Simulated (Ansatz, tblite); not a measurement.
# SnH2(NHEt)2 (C4H14N2Sn): a ladder of methods and basis sets

How do method and basis change the picture of SnH2(NHEt)2 (C4H14N2Sn) (singlet)?

Computed with Ansatz 0.2.0, Gaussian basis. Level: as each input shows.

Plan: GFN1-xTB, GFN2-xTB, PBE-D4/def2-TZVP, r2SCAN-D4/def2-TZVP, HF/def2-TZVP, HSE06-D4/def2-TZVP, BHLYP-D4/def2-TZVP, PBE-D4/def2-SVP, PBE0-D4/def2-SVP, PBE0-D4/def2-TZVPD, PBE-D4/def2-TZVPD, HF/def2-TZVPD, CCSD(T)/def2-SVP, MP2/def2-TZVP, RPA/def2-TZVP.

3 further runs of the same task are left out: 3 set aside as unsound or not needed.

### Step 1. The structure

The geometry is that of the singlet, from an earlier relaxation (PBE-D4/def2-SVP).

21 atoms, charge 0, spin multiplicity 1.

Bond lengths: Sn1–H2 1.741 Å, Sn1–H3 1.742 Å, Sn1–N4 2.061 Å, Sn1–N13 2.061 Å, N4–C5 1.456 Å, N4–H7 1.027 Å, C5–C6 1.534 Å, C5–H8 1.116 Å, C5–H9 1.114 Å, C6–H10 1.111 Å, C6–H11 1.111 Å, C6–H12 1.111 Å, N13–C14 1.456 Å, N13–H16 1.027 Å, C14–C15 1.534 Å, C14–H17 1.116 Å, C14–H18 1.113 Å, C15–H19 1.111 Å and more. Angles: H2–Sn1–H3 112.2°, H2–Sn1–N4 102.6°, H2–Sn1–N13 119.8°, H3–Sn1–N4 119.8°, H3–Sn1–N13 102.6°, N4–Sn1–N13 100.2°, Sn1–N4–C5 121.2°, Sn1–N4–H7 112.0°, C5–N4–H7 111.8°, N4–C5–C6 116.1°, N4–C5–H8 108.7°, N4–C5–H9 108.2°, C6–C5–H8 108.9°, C6–C5–H9 109.2°, H8–C5–H9 105.1°, C5–C6–H10 111.1°, C5–C6–H11 111.7°, C5–C6–H12 110.9° and more.

Sn takes a core potential in the def2 sets. No spin-orbit coupling is included.

PBE0-D4/def2-TZVP was run before; its log isn't repeated, and its numbers join the tables.

### Step 2. GFN1-xTB

Tight binding, by tblite at 300 K electronic temperature and without a spin-polarisation term:

```python
tblite.interface.Calculator('GFN1-xTB', numbers, positions, charge=0, uhf=0).singlepoint()
```

Energy -676.5840 eV, HOMO -10.46 eV, LUMO -6.13 eV; 0.018 s.

### Step 3. GFN2-xTB

Tight binding, by tblite at 300 K electronic temperature and without a spin-polarisation term:

```python
tblite.interface.Calculator('GFN2-xTB', numbers, positions, charge=0, uhf=0).singlepoint()
```

Energy -642.1716 eV, HOMO -9.86 eV, LUMO -6.27 eV; 0.01 s.

### Step 4. PBE-D4/def2-TZVP

start.molden holds the orbitals of an earlier run on this state, given as this run's starting guess.

File in.yaml:

```yaml
crystal:
  periodic: [false, false, false]
  atoms:
    - {symbol: Sn, position_ang: [0.260396, -0.040670, 0.393331]}
    - {symbol: H, position_ang: [-0.267481, -0.030385, 2.052487]}
    - {symbol: H, position_ang: [1.987748, -0.215079, 0.254765]}
    - {symbol: N, position_ang: [-0.667094, 1.627606, -0.384365]}
    - {symbol: C, position_ang: [-0.696104, 2.885933, 0.348002]}
    - {symbol: C, position_ang: [0.615730, 3.681044, 0.377713]}
    - {symbol: H, position_ang: [-0.438191, 1.768601, -1.375863]}
    - {symbol: H, position_ang: [-1.499686, 3.531453, -0.079989]}
    - {symbol: H, position_ang: [-1.019338, 2.673936, 1.392367]}
    - {symbol: H, position_ang: [1.424126, 3.102096, 0.873854]}
    - {symbol: H, position_ang: [0.502165, 4.641831, 0.923360]}
    - {symbol: H, position_ang: [0.960674, 3.916432, -0.651545]}
    - {symbol: N, position_ang: [-0.442250, -1.485331, -0.897235]}
    - {symbol: C, position_ang: [0.190933, -2.794026, -0.978398]}
    - {symbol: C, position_ang: [-0.096731, -3.758001, 0.179651]}
    - {symbol: H, position_ang: [-1.466766, -1.557176, -0.884283]}
    - {symbol: H, position_ang: [-0.112107, -3.279950, -1.936384]}
    - {symbol: H, position_ang: [1.290900, -2.643726, -1.064187]}
    - {symbol: H, position_ang: [0.268263, -3.344790, 1.144508]}
    - {symbol: H, position_ang: [0.392557, -4.743161, 0.025412]}
    - {symbol: H, position_ang: [-1.187735, -3.936615, 0.286800]}
basis:
  gaussian: {orbitals: def2-TZVP, initial_orbitals: start.molden}
hamiltonian: {xc: pbe, dispersion: d4}
scf: {omitted_lower_state_checks: [starts]}
output: {orbitals: {seedname: orbitals}}
```

Started as:

```
$ ansatz run in.yaml --threads 2 --pin off --events-out ev --progress --plain --max-ram 31744MiB --backend cuda --devices 0, --max-vram 18GiB
```

Further steps of the session: r2SCAN-D4/def2-TZVP; HF/def2-TZVP; HSE06-D4/def2-TZVP; BHLYP-D4/def2-TZVP; PBE-D4/def2-SVP; PBE0-D4/def2-SVP; PBE0-D4/def2-TZVPD; PBE-D4/def2-TZVPD; HF/def2-TZVPD; CCSD(T)/def2-SVP; MP2/def2-TZVP; RPA/def2-TZVP.

Q: Predict the results of all the runs planned. Wanted: gap in def2-TZVP, named functionals and Hartree-Fock, smallest and largest; correlation energy, CCSD(T)/def2-SVP; correlation energy, MP2/def2-TZVP; binding an atom, CCSD(T)/def2-SVP; PBE0 total energy, smallest basis above largest.

As calculated:

```
                                                                  quantity                            value
gap in def2-TZVP, named functionals and Hartree-Fock, smallest and largest  4.27 eV (PBE-D4), 12.36 eV (HF)
                                      correlation energy, CCSD(T)/def2-SVP                        -31.78 eV
                                         correlation energy, MP2/def2-TZVP                        -38.94 eV
                                         binding an atom, CCSD(T)/def2-SVP                         3.496 eV
                           PBE0 total energy, smallest basis above largest   8.43 eV (def2-SVP, def2-TZVPD)
```

In words: Orbital gaps of the named functionals and Hartree-Fock in def2-TZVP span 4.27 eV (PBE-D4) to 12.36 eV (HF); exact exchange widens it. The functionals in def2-TZVP miss CCSD(T)/def2-SVP by +0.091 (BHLYP-D4) to +0.251 eV (PBE-D4) an atom. The yardstick is in a double-zeta basis, so levels in larger sets aren't compared like for like. CCSD(T)/def2-SVP isn't at the basis-set limit; small misses against it rank nothing.
